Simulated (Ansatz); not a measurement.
Working through a geometry optimisation of CH5NOSn, SMILES [NH2][SnH]1[CH2][O]1

Program: Ansatz's Python interface.

Notebook, run cell by cell (the value of a cell's last expression is shown):

**Cell 1**
```python
import ansatz as az
from ase import Atoms
import numpy as np

atoms = Atoms(['N', 'Sn', 'C', 'O', 'H', 'H', 'H', 'H', 'H'], positions=[
    [-0.3276, 1.7173, -0.7076],
    [-0.0984, 0.3159, 0.7226],
    [0.3857, -1.5786, -0.073],
    [-0.8512, -1.411, 0.0413],
    [0.2594, 1.5119, -1.531],
    [-0.0243, 2.6756, -0.3193],
    [-0.8496, 0.6182, 2.2653],
    [0.7884, -1.5863, -1.1243],
    [0.806, -2.3093, 0.7088],
])
system = az.Crystal.molecule_from_ase(atoms)

model = system.calculation()
model = model.basis(gaussian='def2-SVP')
model = model.functional('pbe0').scf(lower_state_search='light')
symbols = [site.symbol for site in system.cartesian_sites]
start = np.array([site.position_ang for site in system.cartesian_sites], dtype=float)
def progress(event):
    if event['event'] == 'relax_step':
        row = event['data']
        print(f'step {row["step"]:3d}  E = {row["lagrangian_ev"]:.6f} eV  max force {row["allowed_force_max_ev_ang"]:.4f} eV/A')
```

**Cell 2**
```python
r = model.relax(force_tolerance=0.02).session().plan().execute(on_event=progress).report
end = np.array(r['positions_ang'])
```
Output:
```text
step   1  E = -10475.548608 eV  max force 6.9603 eV/A
step   2  E = -10476.270947 eV  max force 0.6121 eV/A
step   3  E = -10476.337009 eV  max force 0.8118 eV/A
step   4  E = -10476.369674 eV  max force 1.2310 eV/A
step   5  E = -10476.407267 eV  max force 1.5167 eV/A
step   6  E = -10476.631832 eV  max force 1.0033 eV/A
step   7  E = -10476.694121 eV  max force 1.4929 eV/A
step   8  E = -10476.779798 eV  max force 1.9195 eV/A
step   9  E = -10476.925580 eV  max force 0.9884 eV/A
step  10  E = -10476.983018 eV  max force 1.3167 eV/A
step  11  E = -10476.915379 eV  max force 1.3994 eV/A
step  12  E = -10477.017215 eV  max force 0.4611 eV/A
step  13  E = -10477.035192 eV  max force 0.1807 eV/A
step  14  E = -10477.049889 eV  max force 0.5975 eV/A
step  15  E = -10477.065552 eV  max force 0.5532 eV/A
step  16  E = -10477.054938 eV  max force 1.2707 eV/A
step  17  E = -10477.080518 eV  max force 0.5543 eV/A
step  18  E = -10477.093702 eV  max force 0.6847 eV/A
step  19  E = -10477.121688 eV  max force 0.5477 eV/A
step  20  E = -10477.143335 eV  max force 1.2757 eV/A
step  21  E = -10477.128772 eV  max force 0.4098 eV/A
step  22  E = -10477.171226 eV  max force 0.6604 eV/A
step  23  E = -10477.185848 eV  max force 0.4657 eV/A
step  24  E = -10477.193907 eV  max force 0.3794 eV/A
step  25  E = -10477.199052 eV  max force 1.0768 eV/A
step  26  E = -10477.221916 eV  max force 0.5824 eV/A
step  27  E = -10477.224361 eV  max force 0.1824 eV/A
step  28  E = -10477.236274 eV  max force 0.5734 eV/A
step  29  E = -10476.892435 eV  max force 3.2106 eV/A
step  30  E = -10477.250455 eV  max force 0.5231 eV/A
step  31  E = -10477.273449 eV  max force 0.3939 eV/A
step  32  E = -10477.290092 eV  max force 0.4793 eV/A
step  33  E = -10477.293906 eV  max force 0.4397 eV/A
step  34  E = -10477.333310 eV  max force 0.3481 eV/A
step  35  E = -10477.368656 eV  max force 0.7756 eV/A
step  36  E = -10477.395015 eV  max force 1.2629 eV/A
step  37  E = -10477.416371 eV  max force 1.0445 eV/A
step  38  E = -10477.418006 eV  max force 0.7173 eV/A
step  39  E = -10477.389803 eV  max force 0.5246 eV/A
step  40  E = -10477.434998 eV  max force 0.6017 eV/A
step  41  E = -10477.437410 eV  max force 0.5166 eV/A
step  42  E = -10477.443046 eV  max force 0.0236 eV/A
step  43  E = -10477.443125 eV  max force 0.0187 eV/A
```

**Cell 3**
```python
for key in ('converged', 'free_energy_ev', 'reference_energy_ev', 'n_frozen', 'n_occupied', 'n_virtual'):
    print(f'{key:22s} {r[key]}')

print('final positions (A) and the move of each atom')
for symbol, xyz, old in zip(symbols, end, start):
    print(f'{symbol:2s} {xyz[0]:10.5f} {xyz[1]:10.5f} {xyz[2]:10.5f}   {np.linalg.norm(xyz - old):7.4f}')
```
Output:
```text
converged              True
free_energy_ev         -10477.44315267636
reference_energy_ev    -10477.44315267636
n_frozen               0
n_occupied             [24, 24]
n_virtual              [69, 69]
final positions (A) and the move of each atom
N     0.02185    1.27692   -0.66550    0.5638
Sn    0.65907    1.18227    1.31511    1.2944
C     0.17970   -1.70046   -0.10666    0.2417
O     0.45949   -1.30233    1.00039    1.6278
H     0.63446    1.70942   -1.35185    0.4602
H    -0.94335    1.51306   -0.88130    1.5849
H    -1.02382    1.03402    1.89882    0.5810
H     0.00131   -0.96620   -0.92651    1.0213
H     0.09969   -2.79300   -0.29971    1.3229
```

Notes:
- The settings weren't tested for convergence.
- The end point is the stationary point reached from this start; no frequency run checks that it is a minimum, and the basis set is modest.
- def2 sets replace the cores of elements past krypton by effective core potentials.
- The bonding changed during the relaxation, so the end is another isomer than the start names.
- Wall time of the script: 5.9 min on 1 thread of Arm Neoverse N1, on a shared host, peak memory 0.27 GiB.

(Lines on the test bed's own set-up are left out of the output.)
